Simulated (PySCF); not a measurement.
# F5Yb ([YbF5]2-): the cost of one run

Computed with PySCF 2.14.0 and routines of our own; the level stands in each step. Atoms count from 0.

## 1. The starting structure

6 atoms, charge -2, states of the metal's open shell are computed; geometry from: model geometry, bond lengths from ionic radii.

## 2. Ligand-field states: state-averaged CASSCF in water

What the job is given:

```
{"job": {"kind": "lf", "basis": {"metal": "x2c-TZVPall", "ligand": "x2c-SVPall"}, "nevpt": true, "solvent": "water"}, "charge": -2, "metal": "Yb", "open_shell": "f13"}
Yb     0.000000     0.000000     0.000000
F      0.000000     0.000000     2.108000
F      0.000000     0.000000    -2.108000
F      2.108000     0.000000     0.000000
F     -1.054000     1.825582     0.000000
F     -1.054000    -1.825582     0.000000
```

Method: state-averaged CASSCF of the metal f shell, SC-NEVPT2 on the averaged canonical orbitals, state-interaction spin-orbit coupling.

Command:

```sh
$ OMP_NUM_THREADS=1 python lf_run.py task.json out
```

One launch serves the whole session: the jobs run in the order shown.

**Question.** How long does this first job take on 1 thread of Arm Neoverse N1, shared host, and how much memory does it need?

About 47 s, with a peak of 0.49 GiB.
